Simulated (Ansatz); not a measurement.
# AlFH4SiTe, SMILES F[SiH]([AlH2])[TeH]: a rigid scan of one bond length

Computed with the Ansatz DFT code, driven from Python.

At the Python prompt:
```pycon
>>> import ansatz as az
>>> import numpy as np
>>> mol = (
...     az.Crystal.molecule()
...     .atom("F", (-2.2115, -0.9626, -0.0294))
...     .atom("Si", (-0.6397, -0.6716, 0.3376))
...     .atom("Al", (-0.0775, 1.5644, -0.1649))
...     .atom("Te", (0.8513, -2.1952, -1.0136))
...     .atom("H", (-0.4174, -0.9376, 1.7515))
...     .atom("H", (-0.1769, 2.1279, -1.6459))
...     .atom("H", (0.5217, 2.5202, 1.0133))
...     .atom("H", (2.2422, -1.5027, -0.3043))
... )
>>> symbols = [site.symbol for site in mol.cartesian_sites]
>>> start = np.array([site.position_ang for site in mol.cartesian_sites])
>>> axis = (start[3] - start[1]) / np.linalg.norm(start[3] - start[1])
>>> moving = [3, 7]
>>> lengths, energies = [2.221, 2.322, 2.423, 2.524, 2.625, 2.726, 2.827, 2.978], []
>>> for length in lengths:
...     xyz = start.copy()
...     xyz[moving] += (length - np.linalg.norm(start[3] - start[1])) * axis
...     point = az.Crystal.molecule()
...     for symbol, place in zip(symbols, xyz):
...         point = point.atom(symbol, place.tolist())
...     calculation = point.calculation().basis(gaussian="def2-SVP").functional("pbe0")
...     rep = calculation.run(threads=1, pin="off").report
...     energies.append(rep["free_energy_ev"])
...     print(f"r = {length:6.3f} A  E = {energies[-1]:.5f} eV  <S^2> = {abs(rep['mean_field']['state']['spin_squared']):.3f}")
...
r =  2.221 A  E = -24534.45670 eV  <S^2> = 0.000
r =  2.322 A  E = -24534.88665 eV  <S^2> = 0.000
r =  2.423 A  E = -24535.10230 eV  <S^2> = 0.000
r =  2.524 A  E = -24535.16749 eV  <S^2> = 0.000
r =  2.625 A  E = -24535.12825 eV  <S^2> = 0.000
r =  2.726 A  E = -24535.01799 eV  <S^2> = 0.000
r =  2.827 A  E = -24534.86101 eV  <S^2> = 0.000
r =  2.978 A  E = -24534.57627 eV  <S^2> = 0.000
>>> fit = np.polynomial.Polynomial.fit(lengths, np.array(energies) - min(energies), 4).convert()
>>> roots = [r.real for r in fit.deriv().roots() if abs(r.imag) < 1e-9 and fit.deriv(2)(r.real) > 0]
>>> r_e = min(roots, key=lambda r: abs(r - lengths[int(np.argmin(energies))]))
>>> print(f"minimum of the fit at {r_e:.4f} A, force constant {fit.deriv(2)(r_e):.2f} eV/A^2")
minimum of the fit at 2.5291 A, force constant 10.09 eV/A^2
```

Reading the output:
- Total energies depend on the basis set; only differences at equal settings carry meaning.
- The rest of the molecule is held rigid at a force-field or estimated start geometry, and the basis set is modest; single-reference methods fail as a bond breaks.
- def2 sets replace the cores of elements past krypton by effective core potentials.
- The orbitals are restricted, so S² is zero by construction.
- Hardware and time: 31 s on 1 thread of Arm Neoverse V2 (shared host), peak memory 0.27 GiB.
